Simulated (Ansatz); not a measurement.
**Ta2H (P-4m2): comparison of functionals at one structure in Python**

How far apart do the functionals lie for Ta2H (P-4m2) at one structure? A script is to give a comparison of functionals at one structure; the system is Ta2H (P-4m2).

Program: Ansatz 0.2.0 through its Python package. The levels of theory stand in the script. These are calculated values, not measurements.

## Step 1: The system

Symmetry: P-4m2, No. 115, tetragonal system. The conventional cell has a = 3.372 Å, b = 3.372 Å, c = 3.410 Å, α = 90.00°, β = 90.00°, γ = 90.00°. Ta (site symmetry 2mm) has 2 H at 1.90 Å as nearest neighbours. Around H (site symmetry -4m2) lie 4 Ta at 1.90 Å.

Input file POSCAR:

```text
Ta2H
1.0
   3.37243552    0.00000000    0.00000000
   0.00000000    3.37243552    0.00000000
   0.00000000    0.00000000    3.41011164
Ta H
2 1
Direct
   0.50000000    0.00000000    0.74132262
   0.00000000    0.50000000    0.25867738
   0.00000000    0.00000000    0.00000000
```

## Step 2: Script

Input file xc.py:

```python
import csv

import ansatz as az
from ase.io import read

atoms = read("POSCAR", format="vasp")
xtal = az.Crystal.from_ase(atoms)

calculation = xtal.calculation()
calculation = calculation.kpoints(10, 10, 10)
calculation = calculation.occupations("cold", width=50 * az.meV).forces()
calculation = calculation.stress()

rows = []
for value in ["lda", "pbesol", "r2scan"]:
    data = calculation.functional(value).run(threads=1).report
    rows.append((value, data["free_energy_ev"] / len(data["lattice"]["sites"]), data["n_iterations"], sum(data["stress_gpa"][i][i] for i in range(3)) / 3, max(abs(f) for row in data["forces_ev_ang"] for f in row), data["n_kpoints"]))

with open("xc.csv", "w", newline="") as handle:
    writer = csv.writer(handle)
    writer.writerow(["functional", "F/atom (eV)", "iterations", "P (GPa)", "max component (eV/A)", "k-points"])
    writer.writerows([round(v, 5) if isinstance(v, float) else v for v in row] for row in rows)
print(open("xc.csv").read())
```

## Step 3: The input behind the calls

The engine receives this input (first run):

```yaml
crystal:
  lattice:
    - [3.37243552, 0.0, 0.0]
    - [0.0, 3.37243552, 0.0]
    - [0.0, 0.0, 3.41011164]
  atoms:
    - { symbol: Ta, position: [0.5, 0.0, 0.74132262] }
    - { symbol: Ta, position: [0.0, 0.5, 0.25867738] }
    - { symbol: H, position: [0.0, 0.0, 0.0] }
kpoints:
  mp_grid:
    grid: [10, 10, 10]
hamiltonian:
  xc: lda
scf:
  occupations:
    method: cold
    width: 0.05
output:
  forces: true
  stress: true
```

## Step 4: Running it

The run is started by

```
$ python xc.py
```

The program printed:

```text
DeckWarning: basis.ecutwfc = 420 eV, auto-derived from the records' recommended cutoffs: set by Ta (normal level)
DeckWarning: basis.ecutwfc = 500 eV, auto-derived from the records' recommended cutoffs: set by Ta (their level for a meta-GGA)
functional,F/atom (eV),iterations,P (GPa),max component (eV/A),k-points
lda,-6460.42396,6,-8.97522,0.04912,126
pbesol,-6543.03279,6,-4.41902,0.03915,126
r2scan,-6635.00803,7,-0.83076,0.05176,126
```

(Warnings from the package without file and line.)

Wall time 36 s (1 thread of Arm Neoverse V1, shared host); peak memory 0.59 GiB.

## Step 5: Inputs of later runs

The engine's inputs for the other runs:

Run 2, against run 1:

```diff
@@ -14 +14 @@
-  xc: lda
+  xc: pbesol
```

Run 3, against run 1:

```diff
@@ -14 +14 @@
-  xc: lda
+  xc: r2scan
```

## Step 6: The runs side by side

One row for each of the 3 runs:

```tsv
run	functional	energy (eV/atom)	pressure (GPa)	SCF cycles	CPU time (s)
1	lda	-6460.4240	-8.98	6	7.2
2	pbesol	-6543.0328	-4.42	6	6.6
3	r2scan	-6635.0080	-0.83	7	21
```

Energies are free energies F = E - TS of the smeared occupations. Totals under unlike functionals or potentials can't be compared directly.

## Step 7: Results

```
             quantity                            value
        runs compared                                3
pressure at this cell  -9.0 (lda) to -0.8 GPa (r2scan)
```

What this shows: From lowest to highest: LDA (-9.0 GPa), PBEsol (-4.4 GPa) and r2SCAN (-0.8 GPa). At a fixed cell a lower pressure usually means a smaller equilibrium volume, so LDA prefers the smallest cell and r2SCAN the largest. What to keep in mind:
- Pressure is positive in compression.
- Spin-orbit coupling, which matters for elements this heavy, is left out.
- This cell is a computed structure, which may not be the phase found in nature.
- Total energies of different functionals can't be compared; pressures, moments and gaps at this one structure can.
